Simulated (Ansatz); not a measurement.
# CH6OSSi: up Jacob's ladder to CCSD(T)

How much do the methods differ for CH6OSSi? The plan is to run it at one geometry with functionals of several rungs and with coupled cluster. The yardstick is the atomisation energy at the CCSD(T) limit.

The runs use Ansatz 0.2.0, Gaussian basis; functionals in def2-TZVPP, the program's frozen cores in correlated methods.

The runs, in order: LDA (SPW92), PBE-D4, revPBE-D4, BLYP-D4, r2SCAN-D4, B97M-V, PBE0-D4, B3LYP-D4, r2SCANh-D4, r2SCAN0-D4, HSE06-D4, BHLYP-D4, CAM-B3LYP-D4, LC-ωPBE, ωB97X-V, ωB97M-V, B2PLYP, PBE-QIDH; CCSD(T)/def2-SVP; CCSD(T)/def2-TZVPP; MP2/def2-QZVPP; extrapolation to the limit; RPA on PBE.

## (1) The geometry

All runs share one geometry, relaxed beforehand with PBE0-D4 in a triple-zeta def2 set.

SMILES `CS[SiH2]O`, 10 atoms, charge 0, spin multiplicity 1.

Atoms are counted from 1 here; the program's logs count them from 0.

Bond lengths: C1–S2 1.818 Å, C1–H5 1.089 Å, C1–H6 1.090 Å, C1–H7 1.089 Å, S2–Si3 2.119 Å, Si3–O4 1.646 Å, Si3–H8 1.485 Å, Si3–H9 1.481 Å, O4–H10 0.959 Å. Angles: S2–C1–H5 111.0°, S2–C1–H6 110.8°, S2–C1–H7 106.9°, H5–C1–H6 109.9°, H5–C1–H7 109.1°, H6–C1–H7 109.0°, C1–S2–Si3 99.7°, S2–Si3–O4 113.6°, S2–Si3–H8 104.0°, S2–Si3–H9 110.9°, O4–Si3–H8 112.4°, O4–Si3–H9 103.8°, H8–Si3–H9 112.2°, Si3–O4–H10 116.7°.

## (2) LDA

This LDA is Slater exchange with PW92 correlation.

File in.yaml:

```yaml
crystal:
  periodic: [false, false, false]
  atoms:
    - {symbol: C, position_ang: [-1.337787, 0.239691, -1.025440]}
    - {symbol: S, position_ang: [-0.766757, -1.193047, -0.062156]}
    - {symbol: Si, position_ang: [0.745344, -0.265425, 1.096705]}
    - {symbol: O, position_ang: [1.995865, 0.321789, 0.201153]}
    - {symbol: H, position_ang: [-0.527283, 0.659985, -1.619197]}
    - {symbol: H, position_ang: [-1.753316, 1.004902, -0.370050]}
    - {symbol: H, position_ang: [-2.119817, -0.118827, -1.693827]}
    - {symbol: H, position_ang: [1.175007, -1.325645, 2.044031]}
    - {symbol: H, position_ang: [0.218718, 0.929464, 1.795495]}
    - {symbol: H, position_ang: [2.453026, -0.303987, -0.363814]}
basis:
  gaussian: {orbitals: def2-TZVPP}
hamiltonian: {xc: lda}
output: {orbitals: {seedname: orbitals}}
```

Started as:

```
$ ansatz run in.yaml --threads 2 --pin off --events-out ev --progress --plain --max-ram 4352MiB
```

Further steps of the session: PBE-D4 (GGA); revPBE-D4 (GGA); BLYP-D4 (GGA); r2SCAN-D4 (meta-GGA); B97M-V (meta-GGA); B3LYP-D4 (hybrid); r2SCANh-D4 (hybrid); r2SCAN0-D4 (hybrid); HSE06-D4 (hybrid); BHLYP-D4 (hybrid); CAM-B3LYP-D4 (range-separated); LC-ωPBE (range-separated); ωB97X-V (range-separated); ωB97M-V (range-separated); B2PLYP (double hybrid); PBE-QIDH (double hybrid); CCSD(T) in def2-SVP; CCSD(T) in def2-TZVPP; MP2 in def2-QZVPP; RPA on PBE orbitals.

Before running them: what should the planned runs give, taken together? Wanted: atomisation energy, CCSD(T)/CBS; farthest beyond LDA; mean size of error, GGA; mean size of error, meta-GGA; mean size of error, hybrid; mean size of error, range-separated; mean size of error, double hybrid; gap, smallest and largest; T1 diagnostic.

**Answer**, as computed:

| quantity | value |
| --- | --- |
| atomisation energy, CCSD(T)/CBS | 3522.8 kJ/mol |
| functionals within 17.6 kJ/mol (0.5 %) | r2SCAN-D4, B97M-V, CAM-B3LYP-D4, ωB97X-V, ωB97M-V |
| farthest beyond LDA | BHLYP-D4 (-107.0 kJ/mol) |
| mean size of error, GGA | 37.0 kJ/mol |
| mean size of error, meta-GGA | 3.5 kJ/mol |
| mean size of error, hybrid | 44.4 kJ/mol |
| mean size of error, range-separated | 16.6 kJ/mol |
| mean size of error, double hybrid | 51.9 kJ/mol |
| gap, smallest and largest | 5.13 eV (LDA (SPW92)), 12.21 eV (LC-ωPBE) |
| T1 diagnostic | 0.0110 |
| triples share of the correlation energy | 3.8 % |

In words: The LDA atomisation energy is off by 453.3 kJ/mol (13 %): it overbinds. PBE-D4 misses by +17.6 kJ/mol. Double hybrids carry the basis error of their MP2 part in triple zeta, and no dispersion term here, so their miss is partly the set-up's. The rungs meta-GGA, range-separated miss on average by less than the doubt on the reference (17.6 kJ/mol), so they tie. The reference freezes the cores and leaves out relativity and excitations past (T), so misses under about 17.6 kJ/mol can't be ranked. Hartree-Fock recovers 73 % of the binding; the rest is correlation. CCSD(T) in def2-SVP is off by -263.5 kJ/mol, more than most functionals: a good method in a small basis is no reference. Orbital gaps span 5.1 to 12.2 eV; exact exchange widens them.
